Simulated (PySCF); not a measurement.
**The bond of YbP, level by level**

An exercise on one series of results from a longer session: the logs are not shown, and one member is left open.

Program: PySCF 2.14.0. Level of theory: Yb x2c-SVPall, P x2c-SVPall, spin-free X2C with a Gaussian nucleus. These are calculated values, not measurements.

The first run:

Settings of the job:

```
atoms                         : Yb, P
charge                        : 0
basis                         : Yb x2c-SVPall, P x2c-SVPall
Hamiltonian                   : spin-free X2C with a Gaussian nucleus
basis functions               : 103
electrons treated             : 85
masses in u                   : 173.9389, 30.9738
levels                        : PBE0, PBE, r²SCAN, BLYP, r²SCANh, HF, MP2, SCS-MP2
grid                          : 80 radial by 434 angular points
occupations                   : held fixed by the projection of orbital angular momentum
dissociation limit            : Yb + P, each in its ground configuration
starting distance in angstrom : 2.355
values of 2S to try           : 1, 3
```

On the command line:

```bash
> OMP_NUM_THREADS=2 python dia.py task.json out
```

Steps of the session up to this table: The job; First curve: PBE0; Higher solutions at PBE0; PBE (GGA); r²SCAN (meta-GGA); BLYP (GGA); r²SCANh; UHF.

One of the session's tables, all rows but one given; the rest of the session is left out.

It belongs to the step «The curves together». Energy (eV) from each level's lowest point:

| R (Å) | UHF | UHF-MP2 | UHF-SCS-MP2 | PBE | BLYP |
| --- | --- | --- | --- | --- | --- |
| 2.435 | 0.921 | 0.461 | 0.553 | 0.232 | 0.284 |
| 2.548 | 0.476 | 0.187 | 0.245 | 0.064 | 0.095 |
| 2.661 | 0.205 | 0.047 | 0.077 | 0.000 | 0.013 |
| 2.746 | 0.086 | 0.004 | 0.018 | 0.000 | 0.000 |
| 2.831 | 0.022 | 0.000 | 0.000 | 0.027 | 0.016 |
| 2.916 | 0.000 | 0.022 | 0.010 | 0.073 | 0.051 |
| 3.029 | 0.016 | 0.076 | 0.052 | 0.154 | 0.119 |
| 3.171 | ? | ? | ? | ? | ? |
| 3.341 | 0.172 | 0.210 | 0.175 | 0.412 | 0.347 |
| 3.567 | 0.250 | 0.236 | 0.204 | 0.591 | 0.507 |

Estimate the missing values for R (Å) = 3.171.

Worked estimate for «UHF». A straight line through the neighbours (3.029, 0.016) and (3.341, 0.172) gives 0.016 + (0.172 − 0.016) × (3.171 − 3.029) / (3.341 − 3.029) = 0.087; a parabola fitted to 4 rows on both sides gives 0.091.

The run gave: UHF: 0.080; UHF-MP2: 0.151; UHF-SCS-MP2: 0.117; PBE: 0.269; BLYP: 0.219. In «UHF» the line misses by +0.007 and the parabola by +0.011.
